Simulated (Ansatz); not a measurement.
This was printed by a script on the Python package of Ansatz (0.2.0), for a single point from a YAML input of NaSe, space group Fm-3m. What did the script look like? Level of theory: r2SCAN, PAW, cutoff 600 eV, 6×6×6 k-points, cold smearing of 0.15 eV.

Input file `input.yaml`:
```yaml
crystal:
  lattice:
    - [0.0, 2.993261, 2.993261]
    - [2.993261, 0.0, 2.993261]
    - [2.993261, 2.993261, 0.0]
  atoms:
    - { symbol: Na, position: [0.0, 0.0, 0.0] }
    - { symbol: Se, position: [0.5, 0.5, 0.5] }
kpoints:
  mp_grid: { grid: [6, 6, 6] }
hamiltonian:
  xc: r2scan
scf:
  occupations: { method: cold, width: 0.15 }
  eigensolver: { kind: davidson }
basis:
  ecutwfc: 600
  precision: f64
output:
  forces: true
  stress: true
```

`python nase.py` gives:
```text
NaSe: -6967.763758 eV = -512.121195 Ry = -256.060597 Ha
Fermi level 2.8230 eV, 16 k-points, 48 symmetry operations
largest force 0.0000 eV/A on atom 1
[[-0.  0.  0.]
 [ 0. -0.  0.]]
pressure -1.382 GPa
stress tensor, GPa, positive in compression
[[-1.382  0.     0.   ]
 [ 0.    -1.382  0.   ]
 [ 0.     0.    -1.382]]
doubts on the final state: none
warnings: none
```

The script that was run (others could print the same):

The script, `nase.py`:
```python
'''NaSe from YAML text.'''

import json

import ansatz as az
import numpy as np


def main() -> None:
    planned = az.Session.from_deck('input.yaml').plan(threads=1, pin='off')
    result = planned.execute()
    summary = result.report

    energy = summary['free_energy_ev']
    print('NaSe: {:.6f} eV = {:.6f} Ry = {:.6f} Ha'.format(energy, energy / 13.605693, energy / 27.211386))
    print('Fermi level {:.4f} eV, {} k-points, {} symmetry operations'.format(summary['fermi_energy_ev'], summary['n_kpoints'], summary['n_symmetry_ops']))

    # forces, one row an atom
    forces = np.array(summary['forces_ev_ang'])
    norms = np.linalg.norm(forces, axis=1)
    print('largest force {:.4f} eV/A on atom {}'.format(norms.max(), norms.argmax()))
    print(np.array2string(forces, precision=4, suppress_small=True))

    # the stress is positive in compression
    stress = np.array(summary['stress_gpa'])
    print(f'pressure {np.trace(stress) / 3:.3f} GPa')
    print('stress tensor, GPa, positive in compression')
    print(np.round(stress, 3) + 0.0)

    keep = ['free_energy_ev', 'energy_sigma0_ev', 'fermi_energy_ev', 'n_iterations', 'converged', 'magnetization_mub', 'n_kpoints']
    with open('nase.json', 'w') as handle:
        json.dump({key: summary[key] for key in keep}, handle, indent=1)

    print('doubts on the final state:', summary['published_state_doubts'] or 'none')
    print('warnings:', sorted({n['data']['kind'] for n in result.notices if n['data'].get('severity') in ('warning', 'doubt')}) or 'none')


if __name__ == '__main__':
    main()
```

The settings weren't tested for convergence. The mesh is modest for a metal, so energies can be off by several to tens of meV an atom and pressures by half a GPa or more; differences at equal mesh fare better. Only differences from the Fermi energy are physical; the zero of the scale is a convention. The structure comes from a database of computed cells and needn't be a stable or known phase. Timing: 2.4 s on 1 thread of Intel(R) Xeon(R) 6975P-C (Granite Rapids), on a shared host, peak memory 0.59 GiB.
